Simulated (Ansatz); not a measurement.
# LiRh: how the settings move a single-point run

How sensitive is a single-point run of LiRh to its settings? A reference run comes first, then one run with altered input.

Computed with Ansatz 0.2.0 (reference: DFT, LDA, PAW with Ansatz's default frozen-core files, scalar-relativistic, unless a step's input says otherwise).

## Step 1: The structure to begin with

Symmetry: P-6m2, No. 187, hexagonal system. Conventional cell: a = 2.602 Å, b = 2.602 Å, c = 4.258 Å, α = 90.00°, β = 90.00°, γ = 120.00°. Li (site symmetry -6m2) is surrounded by 6 Li at 2.60 Å and 6 Rh at 2.61 Å. Around Rh (site symmetry -6m2) lie 6 Rh at 2.60 Å and 6 Li at 2.61 Å.

Structure file:

```
CELL_PARAMETERS angstrom
2.60246 0.00000 0.00000
-1.30123 2.25380 0.00000
0.00000 0.00000 4.25788
ATOMIC_POSITIONS crystal
Li 0.00000 0.00000 0.50000
Rh 0.66667 0.33333 0.00000
```

## Step 2: Baseline

The input, input.yaml:

```yaml
crystal:
  lattice:
    - [2.6024602529, 0.0, 0.0]
    - [-1.3012301264, 2.2537966913, 0.0]
    - [0.0, 0.0, 4.2578831251]
  atoms:
    - { symbol: Li, position: [0.0, 0.0, 0.5] }
    - { symbol: Rh, position: [0.6666666667, 0.3333333333, 0.0], spin: 1.0 }
magnetization:
  spin_polarized: true
kpoints:
  mp_grid: { grid: [18, 18, 10] }
scf:
  occupations: { method: fermi_dirac, width: 0.05 }
hamiltonian:
  xc: lda
  pseudopotentials: { kind: paw }
output:
  forces: true
  stress: true
  eigenvalues: true
  efg: { contact_densities: true }
  populations: true
```

The run is started by

```sh
> ansatz run input.yaml --threads 1 --pin off --max-ram 2048MiB --backend cpu --events-out ev --progress --plain --runs-dir out
```

## Step 3: Changing settings: mp_grid.grid [22, 22, 12]

Changes to input.yaml since step 2:

```diff
@@ -11,3 +11,3 @@
 kpoints:
-  mp_grid: { grid: [18, 18, 10] }
+  mp_grid: { grid: [22, 22, 12] }
 scf:
```

Before running it: what results should come out? Wanted: for each run, ending; energy change; pressure; gap; force.

**Answer**, as computed:

```tsv
run	ending	energy change	pressure (GPa)	gap (eV)	force (eV/Å)	cycles	time
reference	converged	0	0.0	0.00	0.00	10	24 s
1: mp_grid.grid [22, 22, 12]	converged	+2.2 meV/atom	0.0	0.00	0.00	11	42 s
```

Residual by cycle in the longest SCF loop of each run; runs are numbered as in the table. The quantity is the density residual dr2, in eV.

```tsv
cycle	reference	run 1
1	5.94	5.92
2	2.24	2.25
3	0.034	0.0339
4	0.00265	0.00318
5	7.3e-5	7.2e-5
6	7.9e-6	2.2e-5
7	6.3e-7	7.2e-7
8	1.0e-9	1.9e-8
9	3.3e-9	1.1e-9
10	6.2e-11	1.0e-9
11	-	7.9e-12
```

Changing the k-point mesh moves the energy by +2.2 meV/atom. Sampling errors of the energy have no fixed sign. Cost: 11 SCF cycles against 10, 42 s against 24 s.
